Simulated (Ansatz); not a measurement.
# CH5BClN: a ladder of functionals and wavefunction methods

One table from this session's results is given with a row withheld; the runs are named, their logs left out.

The runs use Ansatz 0.2.0, Gaussian basis; functionals in def2-TZVPP, the program's frozen cores in correlated methods.

Levels to be run: LDA (SPW92), PBE-D4, revPBE-D4, BLYP-D4, r2SCAN-D4, B97M-V, PBE0-D4, B3LYP-D4, r2SCANh-D4, r2SCAN0-D4, HSE06-D4, BHLYP-D4, CAM-B3LYP-D4, LC-ωPBE, ωB97X-V, ωB97M-V, B2PLYP, PBE-QIDH; CCSD(T)/def2-SVP; CCSD(T)/def2-TZVPP; MP2/def2-QZVPP; extrapolation to the limit; RPA on PBE.

## The geometry

The geometry comes from an earlier relaxation with PBE0-D4 in a triple-zeta def2 set; it is a stationary point, not always the lowest conformer.

SMILES `NCBCl`, 9 atoms, charge 0, spin multiplicity 1.

Atoms are counted from 1 here; the program's logs count them from 0.

Bond lengths: N1–C2 1.444 Å, N1–H5 1.011 Å, N1–H6 1.010 Å, C2–B3 1.549 Å, C2–H7 1.112 Å, C2–H8 1.100 Å, B3–Cl4 1.749 Å, B3–H9 1.193 Å. Angles: C2–N1–H5 111.5°, C2–N1–H6 112.1°, H5–N1–H6 108.4°, N1–C2–B3 117.7°, N1–C2–H7 114.9°, N1–C2–H8 110.4°, B3–C2–H7 102.2°, B3–C2–H8 107.0°, H7–C2–H8 103.3°, C2–B3–Cl4 121.6°, C2–B3–H9 121.3°, Cl4–B3–H9 116.9°.

Set-up of the first run:

The input, in.yaml:

```yaml
crystal:
  periodic: [false, false, false]
  atoms:
    - {symbol: N, position_ang: [-0.982547, 0.902013, 0.103634]}
    - {symbol: C, position_ang: [0.104444, 0.053280, 0.532040]}
    - {symbol: B, position_ang: [0.577314, -1.055562, -0.440190]}
    - {symbol: Cl, position_ang: [0.054158, -1.097158, -2.108094]}
    - {symbol: H, position_ang: [-0.910288, 1.129303, -0.878914]}
    - {symbol: H, position_ang: [-1.020481, 1.764642, 0.627623]}
    - {symbol: H, position_ang: [1.053505, 0.586350, 0.761361]}
    - {symbol: H, position_ang: [-0.145860, -0.439398, 1.483030]}
    - {symbol: H, position_ang: [1.358154, -1.889671, -0.097590]}
basis:
  gaussian: {orbitals: def2-TZVPP}
hamiltonian: {xc: lda}
output: {orbitals: {seedname: orbitals}}
```

Run with:

```bash
$ ansatz run in.yaml --threads 2 --pin off --events-out ev --progress --plain --max-ram 4352MiB
```

Steps of the session up to this table: LDA; PBE-D4 (GGA); revPBE-D4 (GGA); BLYP-D4 (GGA); r2SCAN-D4 (meta-GGA); B97M-V (meta-GGA); B3LYP-D4 (hybrid); r2SCANh-D4 (hybrid); r2SCAN0-D4 (hybrid); HSE06-D4 (hybrid); BHLYP-D4 (hybrid); CAM-B3LYP-D4 (range-separated); LC-ωPBE (range-separated); ωB97X-V (range-separated); ωB97M-V (range-separated); B2PLYP (double hybrid); PBE-QIDH (double hybrid).

One of the session's tables, all rows but one given; the rest of the session is left out.

```
  functional  HOMO (eV)  gap (eV)
 LDA (SPW92)      -5.65      3.27
      PBE-D4      -5.52      3.39
   revPBE-D4      -5.47      3.45
     BLYP-D4      -5.41      3.43
   r2SCAN-D4      -5.83      4.04
      B97M-V      -5.98      4.20
     PBE0-D4      -7.00      5.85
    B3LYP-D4      -6.75      5.39
  r2SCANh-D4      -6.38      4.94
  r2SCAN0-D4      -7.22      6.28
    HSE06-D4          ?         ?
    BHLYP-D4      -8.41      8.35
CAM-B3LYP-D4      -8.44      8.43
     LC-ωPBE      -9.85     11.01
     ωB97X-V      -9.49     10.58
     ωB97M-V      -9.40     10.27
```

**Question.** Estimate the row for HSE06-D4.

The run gave: HOMO (eV): -6.59; gap (eV): 5.06. In the column «HOMO (eV)» it lies between B3LYP-D4 (-6.75) and r2SCANh-D4 (-6.38).
